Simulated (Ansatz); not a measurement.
# AlH2Br (SMILES [AlH2][Br]) at BLYP/STO-3G

What is the electronic atomisation energy of AlH2Br at BLYP/STO-3G? 

Program for the calculation: Ansatz 0.2.0.

58 further runs of the same task are left out: 7 that didn't finish, 51 set aside as unsound or not needed.

## Step 1: The structure to begin with

AlH2Br has 4 atoms, charge 0, and is taken as a singlet. SMILES: `[AlH2][Br]`. The shape is that of a PBE0-D4/def2-TZVP optimisation.

Bond lengths: Al1–Br2 2.256 Å, Al1–H3 1.576 Å, Al1–H4 1.576 Å. Angles: Br2–Al1–H3 117.6°, Br2–Al1–H4 117.6°, H3–Al1–H4 124.9°.

## Step 2: A single-point energy at BLYP/STO-3G

in.yaml

```yaml
crystal:
  periodic: [false, false, false]
  atoms:
    - {symbol: Al, position_ang: [-0.148300, -0.064700, -0.110300]}
    - {symbol: Br, position_ang: [1.684900, 0.496600, 1.079700]}
    - {symbol: H, position_ang: [-0.561600, -1.584800, -0.139200]}
    - {symbol: H, position_ang: [-0.919700, 1.092700, -0.850400]}
basis:
  gaussian:
    orbitals: STO-3G
hamiltonian:
  xc: {name: BLYP}
accuracy: high
```

Started as:

```bash
ansatz run in.yaml --threads 1 --pin off --max-ram 2610MiB --events-out events.jsonl --progress --plain --runs-dir runs
```

The program printed:

```text
Warning: RAYON_NUM_THREADS=1 ignored (pool sized by the plan → 1); use --threads N
Functional definition: BLYP
  name "BLYP"
  parameter beta = 0.0042
  parameter a = 0.04918
  parameter b = 0.132
  parameter c = 0.2533
  parameter d = 0.349
  exchange = b88_x(beta = beta)
  correlation = lyp_c(a = a, b = b, c = c, d = d)
413 factors; integrals over basis functions are off by at most 1.5e-8 eV
mean field evaluation 1: about -75824.5516 eV, gradient 2.6e1 eV
mean field evaluation 2: about -75821.4131 eV, gradient 3.8e1 eV
mean field evaluation 4: about -75827.1507 eV, gradient 1.1e0 eV
mean field evaluation 8: about -75827.1178 eV, gradient 9.0e-4 eV
mean field -75827.11778340 eV, -2786.5951810736 hartree, gradient 1.1e-8 eV, S^2 0.000000; 0 other end points of the search recorded, 0 dependent functions left out
reference -75827.11781937 eV, -2786.5951823952 hartree; 25, 25 occupied and 4, 4 virtual orbitals, 413 factors
Total energy: -75827.11781937 eV, -2786.5951823952 hartree
```

Wall time 1.4 s (1 thread of Arm Neoverse V1, shared host); peak memory 0.098 GiB.

## Step 3: The Al atom

input.yaml

```yaml
crystal:
  periodic: [false, false, false]
  atoms:
    - {symbol: Al, position_ang: [0.000000, 0.000000, 0.000000]}
basis:
  gaussian: {orbitals: STO-3G}
total_charge: 0
magnetization: {spin_polarized: true, initial_magnetization: 1}
hamiltonian: {xc: {name: BLYP}}
accuracy: high
```

Run the same way, it converges to -239.29454 Eh (log not shown).

## Step 4: The Br atom, same level

molecule.yaml

```yaml
crystal:
  periodic: [false, false, false]
  atoms:
    - {symbol: Br, position_ang: [0.000000, 0.000000, 0.000000]}
basis:
  gaussian:
    orbitals: STO-3G
magnetization:
  spin_polarized: true
  initial_magnetization: 1
accuracy: high
total_charge: 0
hamiltonian:
  xc: {name: BLYP}
```

Run the same way, it converges to -2545.82067 Eh (log not shown).

## Step 5: The H atom at the same level

run.yaml

```yaml
crystal:
  periodic: [false, false, false]
  atoms:
    - {symbol: H, position_ang: [0.000000, 0.000000, 0.000000]}
basis:
  gaussian:
    orbitals: STO-3G
accuracy: high
hamiltonian:
  xc: {name: BLYP}
magnetization:
  spin_polarized: true
  initial_magnetization: 1
```

Run the same way, it converges to -0.46274 Eh (log not shown).

## Step 6: Results

Level: BLYP/STO-3G.

| quantity | value |
| --- | --- |
| molecule: total energy | -2786.59518 Eh |
| Al atom: total energy | -239.29454 Eh |
| Al atom: ⟨S²⟩ | 0.750 |
| Br atom: total energy | -2545.82067 Eh |
| Br atom: ⟨S²⟩ | 0.750 |
| H atom: total energy | -0.46274 Eh |
| H atom: ⟨S²⟩ | 0.750 |
| electronic atomisation energy | 15.089 eV |

In words: Taking the molecule apart into free atoms costs 15.09 eV (348 kcal/mol), before zero-point energy and without spin-orbit coupling. In a minimal basis such a difference can be off by several eV, whatever the method.
